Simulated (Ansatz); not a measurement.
**CrO5: energies up the ladder**

The task, for CrO5: energies up the ladder.

Program: Ansatz 0.2.0. Level of theory: the levels named in each step. These are calculated values, not measurements.

### Step 1. The system as given

Bond lengths: O1–O2 1.283 Å, O2–Cr3 1.663 Å, Cr3–O4 1.593 Å, Cr3–O5 1.593 Å, Cr3–O6 1.593 Å. Angles: O1–O2–Cr3 179.9°, O2–Cr3–O4 109.5°, O2–Cr3–O5 109.4°, O2–Cr3–O6 109.6°, O4–Cr3–O5 109.5°, O4–Cr3–O6 109.4°, O5–Cr3–O6 109.4°.

Coordinates:

```xyz
6

O     2.4385   -0.7498    0.3898
O     1.2258   -0.3770    0.1968
Cr   -0.3451    0.1060   -0.0553
O    -1.1416   -1.0462   -0.8136
O    -1.0410    0.3982    1.3481
O    -0.3604    1.4302   -0.9403
```

### Step 2. A rough first relaxation, PBE-D4/def2-SVPD

Contents of input.yaml:

```yaml
crystal:
  periodic: [false, false, false]
  atoms:
    - { symbol: O, position_ang: [2.43847, -0.74982, 0.38983] }
    - { symbol: O, position_ang: [1.22584, -0.37699, 0.19678] }
    - { symbol: Cr, position_ang: [-0.34513, 0.10595, -0.05528] }
    - { symbol: O, position_ang: [-1.14158, -1.04616, -0.81356] }
    - { symbol: O, position_ang: [-1.04098, 0.39817, 1.34809] }
    - { symbol: O, position_ang: [-0.36039, 1.43018, -0.94034] }
basis:
  gaussian: { orbitals: def2-SVPD }
hamiltonian:
  xc: pbe
  dispersion: d4
relax:
  f_tol: 0.03
  max_steps: 200
```

Command:

```sh
$ ansatz run input.yaml --threads 4 --pin off --max-ram 10240MiB --backend cpu --events-out ev --progress --plain --runs-dir out
```

The runs that follow: Relaxation, PBE0-D4/def2-TZVPPD; Frequencies, PBE0-D4/def2-TZVPPD; Single point, PBE-D4/def2-TZVPPD; Single point, r2SCAN-D4/def2-TZVPPD; Single point, B3LYP-D4/def2-TZVPPD; Single point, wB97M-V/def2-TZVPPD; Single point, B2PLYP/def2-TZVPPD; Single point, LDA/def2-TZVPPD; Single point, PBE0-D4/def2-SVPD; Single point, PBE-D4/def2-SVPD.

What does the calculation give? Wanted: O1–O2 at PBE0-D4/def2-TZVPPD; O2–Cr3 at PBE0-D4/def2-TZVPPD; Cr3–O4 at PBE0-D4/def2-TZVPPD; frequencies at PBE0-D4/def2-TZVPPD; energy at PBE-D4/def2-SVPD.

The runs gave:

| quantity | value |
| --- | --- |
| O1–O2 at PBE0-D4/def2-TZVPPD | 1.194 Å |
| O2–Cr3 at PBE0-D4/def2-TZVPPD | 1.987 Å |
| Cr3–O4 at PBE0-D4/def2-TZVPPD | 1.578 Å |
| frequencies at PBE0-D4/def2-TZVPPD | -23 to 1607 cm⁻¹ |
| energy at PBE-D4/def2-SVPD | -38627.287 eV |

**Reading.** A small imaginary frequency is left, within the noise of the finite differences or a very flat motion. These totals serve in differences with atoms or fragments at the same level; alone they don't rank the methods.
